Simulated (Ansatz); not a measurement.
# Al: the cost of one run

Program: Ansatz 0.2.0. Level of theory: DFT r2SCAN, scalar-relativistic, plane waves, PAW. These are calculated values, not measurements.

1 further run of the same task is left out (set aside as unsound or not needed).

## 1. The system as given

The structure is cubic, space group Fm-3m (No. 225). The conventional cell has a = 3.992 Å, b = 3.992 Å, c = 3.992 Å, α = 90.00°, β = 90.00°, γ = 90.00°. Around Al (site symmetry m-3m) lie 12 Al at 2.82 Å.

As a file:

```xyz
1
Lattice="0.0000 1.9960 1.9960 1.9960 0.0000 1.9960 1.9960 1.9960 0.0000" Properties=species:S:1:pos:R:3 pbc="T T T"
Al    0.0000    0.0000    0.0000
```

This cell was relaxed beforehand with the same method: volume 15.90 Å³/atom, gap on the mesh none (metal).

## 2. Static run: bands, density of states and charges

Contents of input.yaml:

```yaml
crystal:
  lattice:
    - [0.0, 1.9960030759, 1.9960030759]
    - [1.9960030759, 0.0, 1.9960030759]
    - [1.9960030759, 1.9960030759, 0.0]
  atoms:
    - { symbol: Al, position: [0.0, 0.0, 0.0] }
basis:
  ecutwfc: 500
kpoints:
  mp_grid: { grid: [18, 18, 18] }
  band_path:
    path:
      - [[0.0, 0.0, 0.0], [0.5, 0.0, 0.5], [0.625, 0.25, 0.625]]
      - [[0.375, 0.375, 0.75], [0.0, 0.0, 0.0], [0.5, 0.5, 0.5], [0.5, 0.25, 0.75], [0.5, 0.0, 0.5]]
    npoints: 14
hamiltonian:
  xc: r2scan
scf:
  occupations: { method: gaussian, width: 0.1 }
  n_extra_bands: 6
output:
  forces: true
  stress: true
  eigenvalues: true
  populations: true
  dos: { projected: true, de: 0.02, nscf_kmesh: { grid: [27, 27, 27] } }
  bader: true
  write_density: true
  write_potential: true
  elf: true
  volumetric_format: npy
```

On the command line:

```console
$ ansatz run input.yaml --threads 1 --pin off --max-ram 2560MiB --backend cpu --events-out ev --progress --plain --runs-dir out
```

What time and memory should one allow on 1 thread of Intel Xeon 6975P-C (Granite Rapids), shared host?

About 6.7 s, with a peak of 0.39 GiB.
